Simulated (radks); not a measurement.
# Nuclear size and the levels of Ta

The task here is to estimate one member of a computed series from the others.

Method: Dirac Kohn-Sham, LDA (Slater exchange, Perdew-Wang correlation), spin-unpolarised, spherical densities, finite nucleus; open shells fill j = l - 1/2 first. Code: radks (a radial shooting solver on a logarithmic mesh, Libxc functionals) version 1.

### Starting point

```
element            : tantalum (Z = 73)
charge             : 0
electrons          : 73
configuration      : [Xe] 4f14 5d3 6s2
nuclear rms radius : 5.3507 fm
```

Set-up of the first run:

Input:

```text
Z 73
configuration [Xe] 4f14 5d3 6s2 6p0 7s0
relativity Dirac
functional lda,pw
spin unpolarised
j_filling energy
nucleus finite rms 5.3507 fm
c 137.035999084
```

Among the steps run: rms radius 5.3507 fm.

One table of the session follows, with a row left open; its other results are not shown here.

It belongs to the step «rms radius 5.3507 fm». Radial moments (bohr):

| level | <r> | outermost maximum (interpolated) | 90 % within | nodes |
| --- | --- | --- | --- | --- |
| 4f5/2 | 0.6342 | 0.438 | 1.06 | 0 |
| 4f7/2 | 0.6452 | 0.443 | 1.08 | 0 |
| 6s1/2 | 3.298 | 2.76 | 4.91 | 5 |
| 5d3/2 | 2.209 | 1.56 | 3.61 | 2 |
| 5d5/2 | 2.323 | 1.62 | 3.82 | 2 |
| 6p1/2 | ? | ? | ? | ? |
| 6p3/2 | 5.035 | 4.02 | 7.72 | 4 |
| 7s1/2 | 14.95 | 9.61 | 25.6 | 6 |

Q: Estimate the row for 6p1/2 from the others.

**Answer.** <r>: 4.535; outermost maximum (interpolated): 3.62; 90 % within: 6.95; nodes: 4. In the column «<r>» it lies between 6s1/2 (3.298) and 6p3/2 (5.035).
